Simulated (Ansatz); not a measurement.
**ZrB2: a line through an energy map**

Program: Ansatz 0.2.0. Level of theory: DFT PBEsol, scalar-relativistic, plane waves, PAW. These are calculated values, not measurements.

## (1) The structure to begin with

It takes space group P6/mmm (No. 191, hexagonal). Conventional cell: a = 3.155 Å, b = 3.155 Å, c = 3.507 Å, α = 90.00°, β = 90.00°, γ = 120.00°. Zr (site symmetry 6/mmm) has 12 B at 2.53 Å as nearest neighbours. B (site symmetry -6m2) is surrounded by 3 B at 1.82 Å and 6 Zr at 2.53 Å.

Structure file:

```cif
data_structure
_symmetry_space_group_name_H-M 'P6/mmm'
_symmetry_Int_Tables_number 191
_cell_length_a 3.1548
_cell_length_b 3.1548
_cell_length_c 3.5067
_cell_angle_alpha 90.000
_cell_angle_beta 90.000
_cell_angle_gamma 120.000
_cell_volume 30.23
loop_
_atom_site_label
_atom_site_type_symbol
_atom_site_symmetry_multiplicity
_atom_site_Wyckoff_symbol
_atom_site_fract_x
_atom_site_fract_y
_atom_site_fract_z
_atom_site_occupancy
Zr1 Zr 1 a 0.00000 0.00000 0.00000 1
B1 B 2 d 0.33333 0.66667 0.50000 1
```

It is the result of an earlier relaxation at this level (volume 10.08 Å³/atom; gap on the mesh: none (metal)).

## (2) What is varied

The energy is mapped over the lattice constants a and c of the conventional cell.

- lattice constant a (and b): 7 values from 3.060 to 3.249 Å
- lattice constant c: 7 values from 3.331 to 3.682 Å

Nothing else is relaxed (symmetry fixes all fractional coordinates). Energies count from the relaxed crystal. Points are written as (first, second).

## (3) The run at (3.060 Å, 3.624 Å)

File input.yaml:

```yaml
crystal:
  lattice:
    - [3.0602, 0.0, 0.0]
    - [-1.5301, 2.6502109406, 0.0]
    - [0.0, 0.0, 3.6236]
  atoms:
    - { symbol: Zr, position: [0.0, 0.0, 0.0] }
    - { symbol: B, position: [0.3333333333, 0.6666666667, 0.5] }
    - { symbol: B, position: [0.6666666667, 0.3333333333, 0.5] }
basis:
  ecutwfc: 520.0
kpoints:
  mp_grid: { grid: [15, 15, 12] }
hamiltonian:
  xc: pbesol
scf:
  occupations: { method: gaussian, width: 0.15 }
output:
  forces: true
  stress: true
  eigenvalues: true
```

Command:

```bash
$ ansatz run input.yaml --threads 1 --pin off --max-ram 2048MiB --backend cpu --events-out ev --progress --plain --runs-dir out
```

What time and memory should one allow on 1 thread of Arm Neoverse V1, shared host?

About 5.6 s, with a peak of 0.37 GiB.
